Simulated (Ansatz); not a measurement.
# VCl4 radical: basis-set convergence

One table from this session's results is given with a row withheld; the runs are named, their logs left out.

Computed with Ansatz 0.2.0, Gaussian basis. Level: one geometry, several basis sets.

Levels to be run: PBE0-D4/def2-SVP; ωB97M-V/def2-SVP; PBE0-D4/def2-QZVPP; ωB97M-V/def2-QZVPP; the functionals' def2-TZVPP values are taken from earlier runs.

### Structure used throughout

All runs share one geometry, relaxed beforehand with PBE0-D4 in a triple-zeta def2 set.

SMILES `[Cl][V]([Cl])([Cl])[Cl]`, 5 atoms, charge 0, spin multiplicity 2.

Atoms are counted from 1 here; the program's logs count them from 0.

Bond lengths: Cl1–V2 2.124 Å, V2–Cl3 2.124 Å, V2–Cl4 2.124 Å, V2–Cl5 2.124 Å. Angles: Cl1–V2–Cl3 106.8°, Cl1–V2–Cl4 110.8°, Cl1–V2–Cl5 110.9°, Cl3–V2–Cl4 110.9°, Cl3–V2–Cl5 110.8°, Cl4–V2–Cl5 106.8°.

The first run:

The input, in.yaml:

```yaml
crystal:
  periodic: [false, false, false]
  atoms:
    - {symbol: Cl, position_ang: [-0.935357, -0.074686, 1.905201]}
    - {symbol: V, position_ang: [-0.000008, 0.000023, 0.000017]}
    - {symbol: Cl, position_ang: [1.698366, -1.271060, 0.100482]}
    - {symbol: Cl, position_ang: [-1.337038, -0.640568, -1.520577]}
    - {symbol: Cl, position_ang: [0.574037, 1.986302, -0.485124]}
basis:
  gaussian: {orbitals: def2-SVP}
magnetization: {spin_polarized: true, initial_magnetization: 1}
hamiltonian: {xc: pbe0, dispersion: d4}
output: {orbitals: {seedname: orbitals}}
```

The run is started by

```bash
$ ansatz run in.yaml --threads 2 --pin off --events-out ev --progress --plain --max-ram 32768MiB --backend cpu
```

Among the steps run: PBE0-D4 in def2-SVP; ωB97M-V in def2-SVP; PBE0-D4 in def2-QZVPP; ωB97M-V in def2-QZVPP.

One table of the session follows, with a row left open; its other results are not shown here.

It belongs to the step «Functionals by basis». 

| functional | basis | HOMO (eV) | LUMO (eV) |
| --- | --- | --- | --- |
| PBE0-D4 | def2-SVP | -8.11 | -4.94 |
| PBE0-D4 | def2-TZVPP | ? | ? |
| PBE0-D4 | def2-QZVPP | -8.13 | -4.86 |
| ωB97M-V | def2-SVP | -10.52 | -2.76 |
| ωB97M-V | def2-TZVPP | -10.59 | -2.72 |
| ωB97M-V | def2-QZVPP | -10.62 | -2.75 |

**Question.** Estimate the row for PBE0-D4, def2-TZVPP.

As computed: HOMO (eV): -8.12; LUMO (eV): -4.85. In the column «HOMO (eV)» it lies between PBE0-D4, def2-QZVPP (-8.13) and PBE0-D4, def2-SVP (-8.11).
